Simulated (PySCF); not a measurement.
# Cl2H2SSi (Cl2HSi(SH)): the cost of one run

Computed with PySCF 2.14.0, with density-fitted response routines of our own, on a single molecule in the gas phase. Atoms count from 0, in the outputs and in this text.

## Step 1: Starting geometry

6 atoms, charge 0, multiplicity 1; geometry from: GFN2-xTB. The atoms were then displaced at random by about 0.03 Å, so the start is not that level's minimum.

Bonds of the start (Å): S0–Si1 2.24, Si1–Cl2 2.04, Si1–Cl3 2.04, S0–H4 1.33, Si1–H5 1.45.

## Step 2: Optimising the geometry at PBE0-D3(BJ)/def2-SVP

Job settings and geometry (Å):

```
{"job": {"xc": "PBE0", "basis": "def2-SVP", "d3": "d3bj", "grid": 1, "shake": 0.03, "kind": "geom"}, "charge": 0, "multiplicity": 1}
S      1.456330    -0.975390    -0.437010
Si    -0.493940    -0.025790     0.134190
Cl    -2.007080    -1.089760    -0.723120
Cl    -0.453400     1.916920    -0.470390
H      2.148340     0.129060    -0.196680
H     -0.580860    -0.047090     1.580570
```

Started as:

```bash
$ OMP_NUM_THREADS=1 python probes_run.py task.json out
```

The driver reads the jobs from task.json and runs them one after another.

Q: Estimate the wall time and peak memory of this first job on 1 thread of Intel Xeon Platinum 8259CL at 2.50GHz, shared host.

About 26 s, with a peak of 0.35 GiB.
